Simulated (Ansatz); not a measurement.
# HfN: the cost of one run

Program: Ansatz 0.2.0. Level of theory: DFT LDA, scalar-relativistic, plane waves, PAW. These are calculated values, not measurements.

4 further runs of the same task are left out: 1 that didn't finish, 3 set aside as unsound or not needed.

## (1) Starting point

The structure is cubic, space group Fm-3m (No. 225). The conventional cell has a = 4.469 Å, b = 4.469 Å, c = 4.469 Å, α = 90.00°, β = 90.00°, γ = 90.00°. Hf (site symmetry m-3m) has 6 N at 2.23 Å as nearest neighbours. Around N (site symmetry m-3m) lie 6 Hf at 2.23 Å.

As a file:

```cif
data_structure
_symmetry_space_group_name_H-M 'P 1'
_symmetry_Int_Tables_number 1
_cell_length_a 3.1599
_cell_length_b 3.1599
_cell_length_c 3.1599
_cell_angle_alpha 60.000
_cell_angle_beta 60.000
_cell_angle_gamma 60.000
_cell_volume 22.31
loop_
_atom_site_label
_atom_site_type_symbol
_atom_site_fract_x
_atom_site_fract_y
_atom_site_fract_z
_atom_site_occupancy
Hf1 Hf 0.00000 0.00000 0.00000 1
N1 N 0.50000 0.50000 0.50000 1
```

This cell was relaxed beforehand with the same method: volume 11.15 Å³/atom, gap on the mesh none (metal).

## (2) The cell under 6 GPa

What is minimised here is the enthalpy; the energy can go up as the cell is squeezed.

File input.yaml:

```yaml
crystal:
  lattice:
    - [0.0, 2.234373187, 2.234373187]
    - [2.234373187, 0.0, 2.234373187]
    - [2.234373187, 2.234373187, 0.0]
  atoms:
    - { symbol: Hf, position: [0.0, 0.0, 0.0] }
    - { symbol: "N", position: [0.5, 0.5, 0.5] }
basis:
  ecutwfc: 420
kpoints:
  mp_grid: { grid: [16, 16, 16] }
hamiltonian:
  xc: lda
scf:
  occupations: { method: fermi_dirac, width: 0.15 }
output:
  forces: true
  stress: true
  eigenvalues: true
relax:
  adjacent_minimum: "off"
  f_tol: 0.001
  max_steps: 60
  cell: { stress_tol: 0.02, p_target: 6.0 }
```

Run with:

```bash
$ ansatz run input.yaml --threads 1 --pin off --max-ram 3072MiB --backend cpu --events-out ev --progress --plain --runs-dir out
```

**Question.** How long does this run take on 1 thread of Intel Xeon Platinum 8488C (Sapphire Rapids), shared host, and how much memory does it need?

About 22 s, with a peak of 0.41 GiB.
